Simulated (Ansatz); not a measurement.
# C4H10InN: one species, many methods

The task here is to estimate one member of a computed series from the others.

Method: functionals in def2-TZVPP, the program's frozen cores in correlated methods; program: Ansatz 0.2.0, Gaussian basis.

The runs, in order: LDA (SPW92), PBE-D4, revPBE-D4, BLYP-D4, r2SCAN-D4, B97M-V, PBE0-D4, B3LYP-D4, r2SCANh-D4, r2SCAN0-D4, HSE06-D4, BHLYP-D4, CAM-B3LYP-D4, LC-ωPBE, ωB97X-V, ωB97M-V, B2PLYP, PBE-QIDH; CCSD(T)/def2-SVP; MP2/def2-TZVPP; MP2/def2-QZVPP; RPA on PBE.

## Structure used throughout

All runs share one geometry, relaxed beforehand with PBE0-D4 in a triple-zeta def2 set. In takes the def2 core potential; no spin-orbit term is included.

SMILES `CC#[N+][InH-]([CH3])[CH3]`, 16 atoms, charge 0, spin multiplicity 1.

Atoms are counted from 1 here; the program's logs count them from 0.

Bond lengths: C1–C2 1.445 Å, C1–H7 1.091 Å, C1–H8 1.091 Å, C1–H9 1.091 Å, C2–N3 1.145 Å, N3–In4 2.448 Å, In4–C5 2.170 Å, In4–C6 2.170 Å, In4–H10 1.742 Å, C5–H11 1.092 Å, C5–H12 1.092 Å, C5–H13 1.093 Å, C6–H14 1.092 Å, C6–H15 1.093 Å, C6–H16 1.092 Å. Angles: C2–C1–H7 109.8°, C2–C1–H8 109.8°, C2–C1–H9 109.8°, H7–C1–H8 109.2°, H7–C1–H9 109.1°, H8–C1–H9 109.1°, C1–C2–N3 179.9°, C2–N3–In4 178.9°, N3–In4–C5 95.3°, N3–In4–C6 95.3°, N3–In4–H10 95.4°, C5–In4–C6 119.0°, C5–In4–H10 119.3°, C6–In4–H10 119.2°, In4–C5–H11 111.0°, In4–C5–H12 110.9°, In4–C5–H13 110.3°, H11–C5–H12 108.8° and more.

Set-up of the first run:

Contents of in.yaml:

```yaml
crystal:
  periodic: [false, false, false]
  atoms:
    - {symbol: C, position_ang: [0.666672, -1.719062, 2.966827]}
    - {symbol: C, position_ang: [0.545149, -0.865306, 1.807491]}
    - {symbol: N, position_ang: [0.449956, -0.187632, 0.889281]}
    - {symbol: In, position_ang: [0.212505, 1.234647, -1.089288]}
    - {symbol: C, position_ang: [0.742136, -0.313508, -2.514447]}
    - {symbol: C, position_ang: [-1.884300, 1.686695, -0.759692]}
    - {symbol: H, position_ang: [-0.296828, -1.794508, 3.472877]}
    - {symbol: H, position_ang: [0.988780, -2.715199, 2.660103]}
    - {symbol: H, position_ang: [1.401573, -1.302081, 3.656909]}
    - {symbol: H, position_ang: [1.418682, 2.393727, -0.603799]}
    - {symbol: H, position_ang: [1.741085, -0.705456, -2.313515]}
    - {symbol: H, position_ang: [0.027155, -1.138066, -2.477736]}
    - {symbol: H, position_ang: [0.738933, 0.088370, -3.530695]}
    - {symbol: H, position_ang: [-2.490838, 0.779782, -0.806473]}
    - {symbol: H, position_ang: [-2.249377, 2.374843, -1.526252]}
    - {symbol: H, position_ang: [-2.034084, 2.160053, 0.212707]}
basis:
  gaussian: {orbitals: def2-TZVPP}
hamiltonian: {xc: lda}
output: {orbitals: {seedname: orbitals}}
```

Run with:

```bash
$ ansatz run in.yaml --threads 4 --pin off --events-out ev --progress --plain --max-ram 11315MiB
```

Steps of the session up to this table: LDA; PBE-D4 (GGA); revPBE-D4 (GGA); BLYP-D4 (GGA); r2SCAN-D4 (meta-GGA); B97M-V (meta-GGA); PBE0-D4 (hybrid); B3LYP-D4 (hybrid); r2SCANh-D4 (hybrid); r2SCAN0-D4 (hybrid); HSE06-D4 (hybrid); BHLYP-D4 (hybrid); CAM-B3LYP-D4 (range-separated); LC-ωPBE (range-separated); ωB97X-V (range-separated); ωB97M-V (range-separated); B2PLYP (double hybrid); PBE-QIDH (double hybrid).

One of the session's tables, all rows but one given; the rest of the session is left out.

It belongs to the step «Frontier levels by functional». 

```
  functional  HOMO (eV)  gap (eV)
 LDA (SPW92)      -5.41      3.94
      PBE-D4      -5.23      3.96
   revPBE-D4      -5.17      3.97
     BLYP-D4      -5.08      3.90
   r2SCAN-D4      -5.42      4.41
      B97M-V      -5.48      4.52
     PBE0-D4      -6.36      6.17
    B3LYP-D4      -6.14      5.67
  r2SCANh-D4      -5.85      5.24
  r2SCAN0-D4      -6.50      6.48
    HSE06-D4      -5.96      5.39
    BHLYP-D4          ?         ?
CAM-B3LYP-D4      -7.66      8.51
     LC-ωPBE      -9.01     11.00
     ωB97X-V      -8.64     10.48
     ωB97M-V      -8.54      9.87
```

Estimate the missing values for BHLYP-D4.

Worked estimate for «HOMO (eV)». Against the share of exact exchange, BLYP-D4 (0, -5.08), B3LYP-D4 (0.2, -6.14) give a slope of -5.30 per unit share; at 0.5 the line stands at -7.73.

The run gave: HOMO (eV): -7.37; gap (eV): 8.05. In «HOMO (eV)» the line misses by -0.36.
